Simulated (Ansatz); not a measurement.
# InAu2: the cost of one run

Program: Ansatz 0.2.0. Level of theory: DFT PBE, scalar-relativistic, plane waves, PAW. These are calculated values, not measurements.

### Step 1. Starting point

Symmetry: Fm-3m, No. 225, cubic system. Conventional cell: a = 6.985 Å, b = 6.985 Å, c = 6.985 Å, α = 90.00°, β = 90.00°, γ = 90.00°. In (site symmetry m-3m) has 8 Au at 3.02 Å as nearest neighbours. Around Au (site symmetry -43m) lie 4 In at 3.02 Å.

Coordinates:

```
In Au
1.0
     0.00000    3.49229    3.49229
     3.49229    0.00000    3.49229
     3.49229    3.49229    0.00000
In Au
1 2
Direct
  0.00000 0.00000 0.00000
  0.25000 0.25000 0.25000
  0.75000 0.75000 0.75000
```

Recipe of the guess: species swapped into a database cell of Mg2Si (Fm-3m, No. 225), with Au on the Mg sites and In on the Si sites. Its size is a rough estimate.

### Step 2. The guess as it stands, on a coarse mesh

Contents of input.yaml:

```yaml
crystal:
  lattice:
    - [0.0, 3.49228955, 3.49228955]
    - [3.49228955, 0.0, 3.49228955]
    - [3.49228955, 3.49228955, 0.0]
  atoms:
    - { symbol: In, position: [0.0, 0.0, 0.0] }
    - { symbol: Au, position: [0.25, 0.25, 0.25] }
    - { symbol: Au, position: [0.75, 0.75, 0.75] }
basis:
  ecutwfc: 420
kpoints:
  mp_grid: { grid: [4, 4, 4] }
hamiltonian:
  xc: pbe
scf:
  occupations: { method: gaussian, width: 0.1 }
  lower_state_search: "off"
output:
  forces: true
  stress: true
  eigenvalues: true
```

The run is started by

```console
$ ansatz run input.yaml --threads 1 --pin off --max-ram 2048MiB --backend cpu --events-out ev --progress --plain --runs-dir out
```

**Question.** How long does this run take on 1 thread of Arm Neoverse V2, shared host, and how much memory does it need?

About 1.3 s, with a peak of 0.32 GiB.
